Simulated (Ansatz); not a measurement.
# Lu2AlN2: the cost of one run

Method: DFT, r2SCAN, no spin polarisation, plane waves, PAW, in Ansatz 0.2.0.

## Step 1: The structure

It takes space group I4/mmm (No. 139, tetragonal). The conventional cell has a = 3.691 Å, b = 3.691 Å, c = 11.732 Å, α = 90.00°, β = 90.00°, γ = 90.00°. Lu (site symmetry 4mm) is surrounded by 4 N at 2.15 Å. Al (site symmetry 4/mmm) is surrounded by 8 Lu at 3.19 Å and 8 N at 3.47 Å. N (site symmetry -4m2) is surrounded by 4 Lu at 2.15 Å.

Structure file:

```
Lu Al N
1.0
     0.00000    3.69072    0.00000
     3.69072    0.00000    0.00000
     1.84536    1.84536   -5.86617
Lu Al N
2 1 2
Direct
  0.34400 0.34400 0.31200
  0.65600 0.65600 0.68800
  0.00000 0.00000 0.00000
  0.25000 0.75000 0.50000
  0.75000 0.25000 0.50000
```

It starts from an earlier solution of the starting cell (checkpoint.read).

## Step 2: The walk to rest

input.yaml

```yaml
crystal:
  lattice:
    - [0.0, 3.690717, 0.0]
    - [3.690717, 0.0, 0.0]
    - [1.845358, 1.845358, -5.866165]
  atoms:
    - { symbol: Lu, position: [0.344, 0.344, 0.312] }
    - { symbol: Lu, position: [0.656, 0.656, 0.688] }
    - { symbol: Al, position: [0.0, 0.0, 0.0] }
    - { symbol: "N", position: [0.25, 0.75, 0.5] }
    - { symbol: "N", position: [0.75, 0.25, 0.5] }
  symmetry: { tolerance: 0.0003 }
kpoints:
  mp_grid: { grid: [7, 7, 7], shift: [0, 0, 0] }
magnetization:
  spin_polarized: false
scf:
  occupations: { method: fermi_dirac }
  lower_state_search: "off"
hamiltonian:
  pseudopotentials: { kind: paw }
  xc: r2scan
basis:
  ecutwfc: 500
  fft_grid_basis: typed
relax:
  max_steps: 80
  cell: { p_target: 0.0 }
output:
  forces: true
  stress: true
  eigenvalues: true
  bader: true
  populations: true
  elf: true
  write_potential: true
  volumetric_format: npy
  dos:
    e_range: [-12, 8]
    de: 0.05
    projected: { site_lists: { Al: [Al], Lu: [Lu], "N": ["N"] } }
checkpoint:
  read: saved_state
```

The run is started by

```bash
$ ansatz run input.yaml --threads 2 --pin off --max-ram 3584MiB --backend cpu --events-out ev --progress --plain --runs-dir out
```

**Question.** How long does this run take on 2 threads of Arm Neoverse V1, shared host, and how much memory does it need?

About 2.6 min, with a peak of 0.67 GiB.
